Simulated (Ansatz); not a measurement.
# C2H7FO2SeZr: ionisation energy by level of theory

How much energy removes an electron from C2H7FO2SeZr at fixed geometry? The cation is run at each level and the neutral's energy taken from earlier runs.

The runs use Ansatz 0.2.0, Gaussian basis; unrestricted cation, the program's frozen cores in correlated methods.

The runs, in order: UKS PBE-D4/def2-TZVPP; UKS r2SCAN-D4/def2-TZVPP; UKS PBE0-D4/def2-TZVPP; UKS B3LYP-D4/def2-TZVPP; UKS wB97X-V/def2-TZVPP; UKS wB97M-V/def2-TZVPP; UKS B2PLYP/def2-TZVPP; UHF-CCSD(T)/def2-TZVPP; UHF-MP2/def2-QZVPP; extrapolation to the limit; then −ε(HOMO) from the neutral's earlier runs with LDA (SPW92), PBE-D4, revPBE-D4, BLYP-D4, r2SCAN-D4, B97M-V, PBE0-D4, B3LYP-D4, r2SCANh-D4, r2SCAN0-D4, HSE06-D4, BHLYP-D4, CAM-B3LYP-D4, LC-ωPBE, ωB97X-V, ωB97M-V.

**1. The relaxed structure**

The geometry comes from an earlier relaxation with PBE0-D4 in a triple-zeta def2 set; it is a stationary point, not always the lowest conformer. Zr takes the def2 core potential; no spin-orbit term is included.

SMILES `C[O][Zr]([OH])([F])[Se]C`, 14 atoms, charge 0, spin multiplicity 1.

Atoms are counted from 1 here; the program's logs count them from 0.

Bond lengths: C1–O2 1.391 Å, C1–H8 1.094 Å, C1–H9 1.095 Å, C1–H10 1.095 Å, O2–Zr3 1.900 Å, Zr3–O4 1.910 Å, Zr3–F5 1.919 Å, Zr3–Se6 2.582 Å, O4–H11 0.953 Å, Se6–C7 1.973 Å, C7–H12 1.087 Å, C7–H13 1.088 Å, C7–H14 1.092 Å. Angles: O2–C1–H8 110.3°, O2–C1–H9 110.3°, O2–C1–H10 110.5°, H8–C1–H9 108.7°, H8–C1–H10 108.5°, H9–C1–H10 108.5°, C1–O2–Zr3 174.5°, O2–Zr3–O4 112.9°, O2–Zr3–F5 107.4°, O2–Zr3–Se6 107.3°, O4–Zr3–F5 112.5°, O4–Zr3–Se6 107.8°, F5–Zr3–Se6 108.7°, Zr3–O4–H11 164.8°, Zr3–Se6–C7 90.4°, Se6–C7–H12 109.3°, Se6–C7–H13 107.2°, Se6–C7–H14 112.3° and more.

**2. Cation, UKS PBE-D4/def2-TZVPP**

in.yaml reads:

```yaml
crystal:
  periodic: [false, false, false]
  atoms:
    - {symbol: C, position_ang: [1.225875, -2.083781, 0.018796]}
    - {symbol: O, position_ang: [0.134473, -1.228651, -0.089407]}
    - {symbol: Zr, position_ang: [-1.342601, -0.034118, -0.058551]}
    - {symbol: O, position_ang: [-2.848852, -0.739104, 0.881388]}
    - {symbol: F, position_ang: [-1.755103, 0.413710, -1.878591]}
    - {symbol: Se, position_ang: [-0.576965, 2.104769, 1.167780]}
    - {symbol: C, position_ang: [0.821112, 2.401430, -0.193066]}
    - {symbol: H, position_ang: [1.704761, -2.213002, -0.956710]}
    - {symbol: H, position_ang: [1.961329, -1.674217, 0.718385]}
    - {symbol: H, position_ang: [0.908891, -3.065815, 0.383622]}
    - {symbol: H, position_ang: [-3.467634, -1.304306, 1.335033]}
    - {symbol: H, position_ang: [1.773282, 2.034982, 0.183064]}
    - {symbol: H, position_ang: [0.875657, 3.473558, -0.370421]}
    - {symbol: H, position_ang: [0.585795, 1.914536, -1.141312]}
basis:
  gaussian: {orbitals: def2-TZVPP}
total_charge: 1
magnetization: {spin_polarized: true, initial_magnetization: 1}
hamiltonian: {xc: pbe, dispersion: d4}
```

Launch:

```bash
$ ansatz run in.yaml --threads 2 --pin off --events-out ev --progress --plain --max-ram 20480MiB --backend cuda --devices 0, --max-vram 18GiB
```

The runs that follow: Cation, UKS r2SCAN-D4/def2-TZVPP; Cation, UKS PBE0-D4/def2-TZVPP; Cation, UKS B3LYP-D4/def2-TZVPP; Cation, UKS wB97X-V/def2-TZVPP; Cation, UKS wB97M-V/def2-TZVPP; Cation, UKS B2PLYP (frozen core)/def2-TZVPP; Cation, UHF-CCSD(T)/def2-TZVPP; Cation, UHF-MP2/def2-QZVPP.

Q: Predict the results of all the runs planned. Wanted: ionisation energy, CCSD(T)/CBS; nearest functional by difference; nearest −ε(HOMO); −ε(HOMO) of PBE; T1 of the cation.

The runs gave:

| quantity | value |
| --- | --- |
| ionisation energy, CCSD(T)/CBS | 8.60 eV |
| nearest functional by difference | B3LYP-D4 (-0.17 eV) |
| nearest −ε(HOMO) | ωB97X-V (+0.05 eV) |
| −ε(HOMO) of PBE | 5.32 eV |
| T1 of the cation | 0.018 |

What this shows: By cation minus neutral, the functionals miss by 0.39 eV at most. −ε(HOMO) of PBE misses by 3.3 eV, since self-interaction lifts the level. Among orbital estimates ωB97X-V comes nearest. Hartree-Fock falls 1.12 eV short, as the neutral has more correlation energy than the cation. Correlated methods include outer-core shells of Se, Zr, which these sets cover unevenly. With outer-core shells in play the reference is unsure by up to some tenths of an eV, so close misses can't be ranked.
